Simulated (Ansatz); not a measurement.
# TiC: the cost of one run

Computed with Ansatz 0.2.0 (DFT r2SCAN, scalar-relativistic, plane waves, PAW, unless a step's input says otherwise).

## Step 1: The structure to begin with

It takes space group Fm-3m (No. 225, cubic). The conventional cell has a = 4.328 Å, b = 4.328 Å, c = 4.328 Å, α = 90.00°, β = 90.00°, γ = 90.00°. Ti (site symmetry m-3m) has 6 C at 2.16 Å in its first shell of neighbours. Around C (site symmetry m-3m) lie 6 Ti at 2.16 Å.

As a file:

```
Ti C
1.0
     0.00000    2.16400    2.16400
     2.16400    0.00000    2.16400
     2.16400    2.16400    0.00000
Ti C
1 1
Direct
  0.00000 0.00000 0.00000
  0.50000 0.50000 0.50000
```

The cell is taken as given, not relaxed at this level.

## Step 2: Zero of energy

The reference gives a free energy of -2758.0168 eV, pressure -0.03 GPa, largest force 0.000 eV/Å and gap on the mesh none (metal). It was computed beforehand with the settings of the runs below.

## Step 3: Setting up energy and stress against strain

The cell is strained by ε times the Voigt pattern (0, 0, 1, 0, 0, 0) (xx, yy, zz, yz, xz, xy; engineering shear), with fractional coordinates fixed (clamped ions). The stress on the pattern is the sum of the stress components weighted by it, tension positive.

## Step 4: ε = -0.1000

The input, input.yaml:

```yaml
crystal:
  lattice:
    - [0.0, 2.164, 1.9476]
    - [2.164, 0.0, 1.9476]
    - [2.164, 2.164, 0.0]
  atoms:
    - { symbol: Ti, position: [0.0, 0.0, 0.0] }
    - { symbol: C, position: [0.5, 0.5, 0.5] }
basis:
  ecutwfc: 500
kpoints:
  mp_grid: { grid: [18, 18, 18] }
hamiltonian:
  xc: r2scan
scf:
  occupations: { method: gaussian, width: 0.15 }
output:
  forces: true
  stress: true
  eigenvalues: true
```

Run with:

```sh
> ansatz run input.yaml --threads 1 --pin off --max-ram 2560MiB --backend cpu --events-out ev --progress --plain --runs-dir out
```

**Question.** How long does this run take on 1 thread of Intel Xeon at 2.70GHz, shared host, and how much memory does it need?

About 9.6 s, with a peak of 0.5 GiB.
